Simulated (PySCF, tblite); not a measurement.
**C₃H₁₄N₂SSi₂: geometry, infrared bands and NMR shifts**

Wanted: the infrared bands and NMR shifts of C₃H₁₄N₂SSi₂ (`CC[Si@@H](NC)S[SiH2]N`), by calculation.

Computed with tblite 0.8.0 and PySCF 2.14.0, with density-fitted response routines of our own, on a single molecule in the gas phase. Atoms count from 0, in the outputs and in this text.

### 1 The molecule as given

22 atoms, charge 0, multiplicity 1; geometry from: force field or distance geometry start.

Bonds of the start (Å): C0–C1 1.51, C1–Si2 1.85, Si2–N3 1.79, N3–C4 1.43, Si2–S5 2.12, S5–Si6 2.16, Si6–N7 1.79, C0–H8 1.12, C0–H9 1.13, C0–H10 1.10, C1–H11 1.10, C1–H12 1.10, Si2–H13 1.48, N3–H14 1.05, C4–H15 1.11, C4–H16 1.10, C4–H17 1.11, Si6–H18 1.45, Si6–H19 1.47, N7–H20 1.05, N7–H21 1.05.

### 2 Geometry optimisation with GFN2-xTB

Job settings and geometry (Å):

```
{"job": {"kind": "relax", "xc": "GFN2-xTB", "basis": "xTB"}, "charge": 0, "multiplicity": 1}
C     -2.434100    -1.823200     0.293800
C     -2.259300    -0.349300     0.037400
Si    -0.492100     0.197700    -0.042500
N     -0.342300     1.778200     0.782100
C     -0.548500     2.867700    -0.114400
S      0.895600    -1.138600     0.834200
Si     2.621200    -1.158500    -0.467800
N      4.160800    -1.230600     0.432600
H     -2.124500    -2.455400    -0.572900
H     -3.550800    -1.988100     0.386200
H     -2.012400    -2.171500     1.246400
H     -2.778500     0.213300     0.831100
H     -2.748300    -0.123300    -0.920200
H     -0.138300     0.344500    -1.476200
H     -0.921800     1.841300     1.656900
H     -0.790200     3.778600     0.479300
H     -1.388000     2.660600    -0.800200
H      0.380900     2.991100    -0.716400
H      2.432200    -2.259000    -1.398400
H      2.610100     0.101100    -1.221700
H      4.594200    -0.275800     0.519900
H      4.823600    -1.781600    -0.170900
```

The run is started by

```
OMP_NUM_THREADS=1 python probes_run.py task.json out
```

One launch serves the whole session: the jobs run in the order shown.

The log of the run:

```text
step      E/eV     max force
  0    -711.82024    2.202
  1    -712.09609    1.059
  2    -712.17867    0.678
  3    -712.22315    0.577
  4    -712.26908    0.507
  5    -712.29693    0.362
  6    -712.32017    0.329
  7    -712.34076    0.327
  8    -712.35932    0.331
  9    -712.37340    0.253
 10    -712.38382    0.273
 11    -712.39231    0.247
 12    -712.40026    0.170
 13    -712.40775    0.199
 14    -712.41490    0.200
 15    -712.42227    0.272
 16    -712.43007    0.293
 17    -712.43760    0.220
 18    -712.44430    0.213
 19    -712.45065    0.185
 20    -712.45667    0.289
 21    -712.46379    0.260
 22    -712.47205    0.226
 23    -712.48306    0.319
 24    -712.48743    0.173
 25    -712.49376    0.184
 26    -712.50120    0.217
 27    -712.51044    0.286
 28    -712.51924    0.354
 29    -712.52363    0.447
 30    -712.53207    0.167
 31    -712.53801    0.165
 32    -712.54595    0.189
 33    -712.55084    0.149
 34    -712.55382    0.120
 35    -712.55665    0.116
 36    -712.55976    0.144
 37    -712.56288    0.146
 38    -712.56634    0.143
 39    -712.57017    0.147
 40    -712.57468    0.179
 41    -712.57923    0.151
 42    -712.58329    0.142
 43    -712.58649    0.123
 44    -712.58907    0.106
 45    -712.59139    0.149
 46    -712.59371    0.133
 47    -712.59590    0.130
 48    -712.59825    0.095
 49    -712.59999    0.093
 50    -712.60147    0.089
 51    -712.60266    0.080
 52    -712.60381    0.079
 53    -712.60523    0.093
 54    -712.60721    0.110
 55    -712.60949    0.126
 56    -712.61146    0.098
 57    -712.61277    0.086
 58    -712.61401    0.075
 59    -712.61540    0.096
 60    -712.61807    0.111
 61    -712.62076    0.146
 62    -712.62408    0.151
 63    -712.62726    0.137
 64    -712.63046    0.150
 65    -712.63297    0.182
 66    -712.63408    0.272
 67    -712.63923    0.124
 68    -712.64304    0.140
 69    -712.65034    0.179
 70    -712.65596    0.250
 71    -712.66629    0.307
 72    -712.67654    0.284
 73    -712.68207    0.246
 74    -712.69057    0.241
 75    -712.69599    0.221
 76    -712.70141    0.269
 77    -712.70613    0.208
 78    -712.71034    0.179
 79    -712.71419    0.108
 80    -712.71728    0.195
 81    -712.72070    0.171
 82    -712.72484    0.178
 83    -712.72799    0.178
 84    -712.73102    0.164
 85    -712.73390    0.159
 86    -712.73620    0.159
 87    -712.73834    0.108
 88    -712.74061    0.120
 89    -712.74376    0.100
 90    -712.74734    0.132
 91    -712.74998    0.131
 92    -712.75157    0.141
 93    -712.75374    0.110
 94    -712.75581    0.234
 95    -712.75807    0.141
 96    -712.75946    0.088
 97    -712.76050    0.082
 98    -712.76123    0.052
 99    -712.76185    0.079
100    -712.76245    0.079
101    -712.76331    0.069
102    -712.76390    0.059
103    -712.76435    0.040
104    -712.76474    0.049
105    -712.76544    0.056
106    -712.76606    0.047
107    -712.76676    0.048
108    -712.76728    0.045
109    -712.76778    0.046
110    -712.76835    0.076
111    -712.76895    0.069
112    -712.76952    0.071
113    -712.76995    0.043
114    -712.77035    0.041
115    -712.77073    0.047
116    -712.77122    0.052
117    -712.77167    0.051
118    -712.77210    0.041
119    -712.77248    0.049
120    -712.77284    0.061
121    -712.77320    0.058
122    -712.77354    0.042
123    -712.77381    0.047
124    -712.77405    0.034
125    -712.77435    0.039
126    -712.77486    0.069
127    -712.77550    0.082
128    -712.77626    0.064
129    -712.77673    0.042
130    -712.77697    0.045
131    -712.77720    0.036
132    -712.77754    0.037
133    -712.77816    0.037
134    -712.77855    0.046
135    -712.77890    0.046
136    -712.77927    0.044
137    -712.77979    0.061
138    -712.78032    0.052
139    -712.78064    0.067
140    -712.78100    0.038
141    -712.78128    0.035
142    -712.78168    0.031
143    -712.78201    0.037
144    -712.78237    0.035
145    -712.78261    0.035
146    -712.78284    0.029
147    -712.78306    0.028
148    -712.78327    0.033
149    -712.78345    0.027
150    -712.78360    0.025
151    -712.78376    0.024
152    -712.78394    0.024
153    -712.78413    0.030
154    -712.78430    0.024
155    -712.78445    0.021
156    -712.78456    0.023
157    -712.78466    0.020
158    -712.78477    0.027
159    -712.78491    0.029
160    -712.78510    0.037
161    -712.78532    0.039
162    -712.78555    0.040
163    -712.78582    0.044
164    -712.78617    0.042
165    -712.78663    0.043
166    -712.78720    0.053
167    -712.78790    0.067
168    -712.78854    0.074
169    -712.78927    0.077
170    -712.78992    0.053
171    -712.79059    0.040
172    -712.79087    0.041
173    -712.79133    0.057
174    -712.79175    0.063
175    -712.79219    0.057
176    -712.79251    0.038
177    -712.79272    0.038
178    -712.79289    0.040
179    -712.79310    0.035
180    -712.79331    0.039
181    -712.79353    0.040
182    -712.79368    0.025
183    -712.79377    0.026
184    -712.79387    0.029
185    -712.79404    0.029
186    -712.79424    0.032
187    -712.79446    0.031
188    -712.79471    0.036
189    -712.79501    0.043
190    -712.79535    0.052
191    -712.79569    0.044
192    -712.79596    0.039
193    -712.79616    0.029
194    -712.79630    0.033
195    -712.79645    0.024
196    -712.79662    0.028
197    -712.79678    0.028
198    -712.79698    0.033
199    -712.79719    0.038
200    -712.79743    0.044
201    -712.79768    0.048
202    -712.79789    0.036
203    -712.79805    0.024
204    -712.79815    0.019
205    -712.79824    0.019
206    -712.79831    0.024
207    -712.79839    0.029
208    -712.79845    0.020
209    -712.79853    0.023
210    -712.79858    0.018
211    -712.79870    0.026
212    -712.79887    0.036
213    -712.79903    0.029
214    -712.79919    0.031
215    -712.79933    0.030
216    -712.79945    0.022
217    -712.79955    0.019
218    -712.79963    0.019
219    -712.79970    0.029
220    -712.79975    0.025
221    -712.79980    0.018
222    -712.79983    0.010
```

It took 3.9 s on 1 thread of Arm Neoverse N1, shared host; peak memory 0.18 GiB.

Relaxation path: (not every step is listed)

```
step  energy from step 0 (eV)  largest force (eV/Å)
   0                   0.0000                2.2025
   1                  -0.2758                1.0592
   2                  -0.3584                0.6780
   3                  -0.4029                0.5775
   4                  -0.4488                0.5073
   5                  -0.4767                0.3621
   6                  -0.4999                0.3289
   7                  -0.5205                0.3265
   8                  -0.5391                0.3309
  28                  -0.6990                0.3544
  48                  -0.7780                0.0951
  68                  -0.8228                0.1405
  88                  -0.9204                0.1201
 108                  -0.9470                0.0452
 128                  -0.9560                0.0644
 148                  -0.9630                0.0327
 168                  -0.9683                0.0743
 188                  -0.9745                0.0356
 208                  -0.9782                0.0204
 217                  -0.9793                0.0194
 218                  -0.9794                0.0192
 219                  -0.9795                0.0287
 220                  -0.9795                0.0248
 221                  -0.9796                0.0182
 222                  -0.9796                0.0104
```

Close pairs (by a distance rule), those that changed most:

```
  bond  before (Å)  after (Å)  change (Å)
Si6–N7       1.785      1.712      -0.073
Si2–N3       1.789      1.718      -0.071
C1–Si2       1.852      1.904      +0.052
N7–H21       1.052      1.005      -0.047
N7–H20       1.052      1.007      -0.045
 C0–H9       1.133      1.089      -0.044
N3–H14       1.051      1.009      -0.042
 C0–H8       1.117      1.088      -0.029
```

The next job starts from the end point, and lists it.

### 3 Vibrational analysis with GFN2-xTB

Job settings and geometry (Å):

```
{"job": {"kind": "ir", "xc": "GFN2-xTB", "basis": "xTB"}, "charge": 0, "multiplicity": 1}
C     -2.585309    -1.837172     0.079643
C     -2.188967    -0.416595     0.468438
Si    -0.490464     0.097714    -0.220445
N      0.000775     1.725203     0.026078
C     -0.754182     2.855530    -0.459168
S      0.970612    -1.114932     0.776878
Si     2.758004    -0.641484    -0.311287
N      3.979193    -1.343357     0.662710
H     -2.652679    -1.934401    -1.001699
H     -3.549919    -2.102583     0.508756
H     -1.840668    -2.542657     0.439502
H     -2.186078    -0.339061     1.557737
H     -2.948506     0.280153     0.108056
H     -0.428400    -0.130266    -1.667059
H      0.511944     1.942764     0.868436
H     -0.094136     3.713275    -0.597811
H     -1.564375     3.145137     0.218949
H     -1.191157     2.593539    -1.419963
H      2.594594    -1.188165    -1.660055
H      2.981323     0.797589    -0.351271
H      3.747299    -2.124507     1.254619
H      4.920684    -1.416337     0.317323
```

The log of the run:

```text
mode    cm-1     km/mol
  1      29.2      0.73
  2      33.8      3.28
  3      42.6      0.32
  4      63.3      1.45
  5      87.1      1.43
  6     111.9      0.86
  7     130.7      2.55
  8     146.1      3.89
  9     179.3      2.40
 10     199.3      5.59
 11     212.7     14.03
 12     246.6      2.08
 13     285.6      9.78
 14     303.8     14.90
 15     442.0    188.04
 16     464.9     63.97
 17     502.3     94.06
 18     512.7    121.20
 19     516.9     51.99
 20     571.4     19.16
 21     623.5    204.68
 22     694.4     72.70
 23     697.4    297.46
 24     700.4     61.35
 25     748.1    154.50
 26     802.7    116.82
 27     824.0    144.40
 28     832.3    303.75
 29     924.9    143.70
 30     980.1     20.26
 31    1020.8      7.69
 32    1064.0     39.22
 33    1078.3     19.62
 34    1109.2      2.48
 35    1156.2     79.87
 36    1240.4      4.42
 37    1291.6      5.85
 38    1356.6    100.06
 39    1415.4      1.01
 40    1421.0      2.78
 41    1476.3      3.15
 42    1492.4      3.02
 43    1500.3     79.23
 44    1502.1      3.30
 45    1508.9      2.88
 46    1509.5      2.82
 47    2215.6     31.68
 48    2228.0    545.65
 49    2302.8    197.16
 50    2910.6     66.66
 51    2961.7     53.43
 52    2974.7     32.59
 53    2979.7     43.65
 54    3016.4     56.48
 55    3029.4     28.41
 56    3030.5     42.99
 57    3043.0     29.09
 58    3442.7      8.69
 59    3477.6     15.17
 60    3522.0      4.11
```

It took 2 s on 1 thread of Arm Neoverse N1, shared host; peak memory 0.18 GiB.

The strongest bands and the atoms that carry them (share of the mass-weighted mode):

```
cm⁻¹  km/mol                                  atoms
 442   188.0            H21 41 %, H20 28 %, N7 19 %
 624   204.7                               H13 79 %
 697   297.5           H18 29 %, H19 22 %, H13 14 %
 748   154.5  H12 22 %, H11 21 %, H13 15 %, C1 15 %
 824   144.4  H21 20 %, H20 20 %, Si2 13 %, N3 11 %
 832   303.8                      Si2 26 %, N3 19 %
2228   545.6                     H18 48 %, H13 45 %
2303   197.2                               H19 92 %
```

### 4 NMR shieldings: PBE0/pcSseg-1

The job, as its differences from that of step 3:

```diff
@@ -1,2 +1,2 @@
-{"job": {"kind": "ir", "xc": "GFN2-xTB", "basis": "xTB"}, "charge": 0, "multiplicity": 1}
+{"job": {"kind": "nmr", "xc": "PBE0", "basis": "pcSseg-1"}, "charge": 0, "multiplicity": 1}
 C     -2.585309    -1.837172     0.079643
```

With the program's defaults for keys left out, this is: GIAO PBE0/pcSseg-1 NMR shielding, non-relativistic, gas phase.

The log of the run:

```text
coarse grid: 18936 points
cycle   1  E = -1208.6701582880  dE =  5.982e-01  |g| = 6.291e-01  |ddm| = 4.119e+00
cycle   2  E = -1208.6246787476  dE =  4.548e-02  |g| = 7.838e-01  |ddm| = 1.288e+00
cycle   3  E = -1208.7622949759  dE = -1.376e-01  |g| = 6.791e-02  |ddm| = 7.614e-01
cycle   4  E = -1208.7631483076  dE = -8.533e-04  |g| = 3.205e-02  |ddm| = 9.338e-02
cycle   5  E = -1208.7633783058  dE = -2.300e-04  |g| = 5.941e-03  |ddm| = 3.516e-02
cycle   6  E = -1208.7633862404  dE = -7.935e-06  |g| = 2.285e-03  |ddm| = 8.829e-03
final grid: 166416 points
cycle   7  E = -1208.8053518170  dE = -3.191e-05  |g| = 1.103e-02  |ddm| = 2.747e-02
cycle   8  E = -1208.8053336951  dE =  1.812e-05  |g| = 1.410e-02  |ddm| = 2.163e-02
cycle   9  E = -1208.8053805180  dE = -4.682e-05  |g| = 7.526e-04  |ddm| = 1.228e-02
cycle  10  E = -1208.8053806217  dE = -1.038e-07  |g| = 2.437e-04  |ddm| = 7.611e-04
cycle  11  E = -1208.8053806347  dE = -1.294e-08  |g| = 4.808e-05  |ddm| = 2.383e-04
cycle  12  E = -1208.8053806352  dE = -5.098e-10  |g| = 1.744e-05  |ddm| = 6.794e-05
converged SCF energy = -1208.8053806352

GIAO shielding tensors (ppm)
atom      isotropic    diamagn.    paramagn.     s11        s22        s33       span
  0 C      178.543     246.764     -68.221    172.659    175.117    187.852     15.193
  1 C      173.696     257.380     -83.684    164.946    174.919    181.224     16.278
  2 Si     352.705     883.854    -531.149    312.556    355.278    390.281     77.724
  3 N      233.334     328.132     -94.798    195.543    242.665    261.794     66.251
  4 C      156.259     242.144     -85.885    131.457    150.138    187.182     55.725
  5 S      779.863    1064.840    -284.976    692.366    761.972    885.251    192.885
  6 Si     370.606     880.386    -509.780    346.536    351.304    413.978     67.443
  7 N      259.357     315.041     -55.684    214.574    256.579    306.917     92.343
  8 H       30.923      30.106       0.816     26.449     28.957     37.362     10.913
  9 H       30.474      27.504       2.970     25.177     27.629     38.616     13.439
 10 H       30.617      30.963      -0.346     24.674     31.608     35.570     10.896
 11 H       31.051      34.064      -3.013     27.303     29.576     36.273      8.970
 12 H       30.719      32.869      -2.150     25.425     30.200     36.531     11.105
 13 H       26.684      33.345      -6.661     24.158     24.852     31.043      6.884
 14 H       31.647      36.717      -5.069     22.184     32.716     40.042     17.858
 15 H       28.892      27.617       1.275     23.293     26.785     36.596     13.304
 16 H       28.905      28.400       0.505     23.200     27.143     36.372     13.172
 17 H       29.284      29.567      -0.283     25.406     27.247     35.200      9.793
 18 H       26.064      30.737      -4.673     21.870     24.980     31.342      9.472
 19 H       26.340      31.171      -4.831     21.585     26.630     30.805      9.219
 20 H       31.250      31.069       0.181     22.773     30.063     40.913     18.140
 21 H       31.704      27.000       4.705     23.463     26.560     45.091     21.628
```

It took 70 s on 1 thread of Arm Neoverse N1, shared host; peak memory 1.1 GiB.

Shifts follow as δ = σ(reference) − σ, with reference shieldings (ppm) from runs at the same level and on the same kind of geometry: 1H TMS 31.72, 13C TMS 186.9, 29Si TMS 349.2, 15N NH3 267.7, 33S CS2 504. The references are single molecules in the gas phase, so shifts against H2O, NH3, PH3, H3PO4 or CFCl3 are not on the usual liquid scales and can be off by tens of ppm. Atoms listed in one row are averaged.

```
        atoms                              environment  σ (ppm)  δ (ppm)  δ scaled to CDCl3
           C4                methyl carbon bonded to N    156.3     30.7               28.0
           C1                     sp3 CH2 bonded to Si    173.7     13.2               11.0
           C0                            methyl carbon    178.5      8.4                6.3
          H18     hydrogen on a silicon bonded to N, S    26.06     5.65                  –
          H19     hydrogen on a silicon bonded to N, S    26.34     5.38                  –
          H13  hydrogen on a silicon bonded to C, N, S    26.68     5.03                  –
H15, H16, H17  hydrogen on a methyl carbon bonded to N    29.03     2.69               2.64
  H8, H9, H10              hydrogen on a methyl carbon    30.67     1.05               1.09
          H12      hydrogen on an sp3 CH2 bonded to Si    30.72     1.00               1.05
          H11      hydrogen on an sp3 CH2 bonded to Si    31.05     0.67               0.73
     H20, H21      hydrogen on a nitrogen bonded to Si    31.48     0.24                  –
          H14   hydrogen on a nitrogen bonded to C, Si    31.65     0.07                  –
          Si2             silicon bonded to C, N, S, H    352.7     -3.5                  –
          Si6              silicon bonded to N, S, 2 H    370.6    -21.4                  –
           N3              nitrogen bonded to C, Si, H    233.3     34.4                  –
           N7               nitrogen bonded to Si, 2 H    259.4      8.4                  –
           S5                    sulfur bonded to 2 Si      780     -276                  –
```

The scaled column applies a straight-line fit of computed shieldings to shifts measured in CDCl3, with any fitted terms for Cl, Br or S neighbours (root-mean-square error 0.16 ppm for H, 1.9 ppm for C).

Charges from the same density, by scheme (e):

```
atoms  Mulliken    IAO  Hirshfeld  ESP fit
   C0     -0.29  -0.41      -0.12    -0.29
   C1     -0.58  -0.56      -0.16     0.27
  Si2      0.84   0.96       0.37     0.26
   N3     -0.68  -0.68      -0.25    -0.57
   C4     -0.10  -0.30      -0.07    -0.16
   S5     -0.60  -0.47      -0.19    -0.43
  Si6      0.72   0.86       0.35     0.76
   N7     -0.63  -0.85      -0.32    -1.04
```

Mayer bond orders: C0–C1 1.05, C1–Si2 0.89, Si2–N3 1.01, N3–C4 0.98, Si2–S5 0.96, S5–Si6 0.91, Si6–N7 1.06.

### 5 Results

| quantity | value |
| --- | --- |
| strongest single infrared mode (GFN2-xTB) | 2228 cm⁻¹, 546 km/mol |
| zero-point energy (GFN2-xTB) | 107.5 kcal/mol |
| 13C shifts against TMS (PBE0/pcSseg-1) | 30.7, 13.2, 8.4 ppm |
| 1H shifts against TMS (PBE0/pcSseg-1, means over atoms taken as alike) | 5.65, 5.38, 5.03, 2.69, 1.05, 1.00, 0.67, 0.24, 0.07 ppm |
| 29Si shifts against TMS (PBE0/pcSseg-1) | -3.5, -21.4 ppm |
| 15N shifts against NH3 (PBE0/pcSseg-1) | 34.4, 8.4 ppm |
| 33S shifts against CS2 (PBE0/pcSseg-1) | -276 ppm |

What this shows: Relaxing lowered the energy by 0.980 eV in 222 steps; the close pair that moved most is Si6–N7, from 1.785 to 1.712 Å. All 60 modes are real, so the xTB geometry is a minimum. The strongest single mode, at 2228 cm⁻¹, moves mainly H18 and H13. GFN2-xTB is a fitted tight-binding method: band positions and strengths are rough. Its intensities can rank the bands wrongly. The most deshielded carbon is C4 (methyl carbon bonded to N), at 30.7 ppm: deshielded by the electronegative neighbour. At PBE0/pcSseg-1: Shielding is most anisotropic at S5 (span 193 ppm, paramagnetic term -285 ppm).
